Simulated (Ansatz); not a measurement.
# GaP (zincblende type): the cost of one run

Method: DFT LDA, with the methods named in each step, in Ansatz 0.2.0.

**1. The system as given**

Symmetry: F-43m, No. 216, cubic system. Conventional cell: a = 5.421 Å, b = 5.421 Å, c = 5.421 Å, α = 90.00°, β = 90.00°, γ = 90.00°. Ga (site symmetry -43m) has 4 P at 2.35 Å as nearest neighbours. P (site symmetry -43m) has 4 Ga at 2.35 Å as nearest neighbours.

Structure file:

```xyz
2
Lattice="0.0000 2.7103 2.7103 2.7103 0.0000 2.7103 2.7103 2.7103 0.0000" Properties=species:S:1:pos:R:3 pbc="T T T"
Ga    0.0000    0.0000    0.0000
P     1.3552    1.3552    1.3552
```

Whether this phase is the stable one at these pressures isn't tested.

Atoms are numbered in the order of the input: Ga1, P2.

**2. Cell relaxed at zero pressure, PAW**

File input.yaml:

```yaml
crystal:
  lattice:
    - [0.0, 2.7103316823, 2.7103316823]
    - [2.7103316823, 0.0, 2.7103316823]
    - [2.7103316823, 2.7103316823, 0.0]
  atoms:
    - { symbol: Ga, position: [0.0, 0.0, 0.0] }
    - { symbol: P, position: [0.25, 0.25, 0.25] }
kpoints:
  mp_grid: { grid: [13, 13, 13] }
scf:
  occupations: { method: fermi_dirac, width: 0.1 }
hamiltonian:
  xc: lda
  pseudopotentials: { kind: paw }
output:
  forces: true
  stress: true
relax:
  f_tol: 0.005
  max_steps: 40
  cell: {}
```

Launch:

```console
ansatz run input.yaml --threads 1 --pin off --max-ram 2048MiB --backend cpu --events-out ev --progress --plain --runs-dir out
```

What time and memory should one allow on 1 thread of Arm Neoverse V1, shared host?

About 18 s, with a peak of 0.34 GiB.
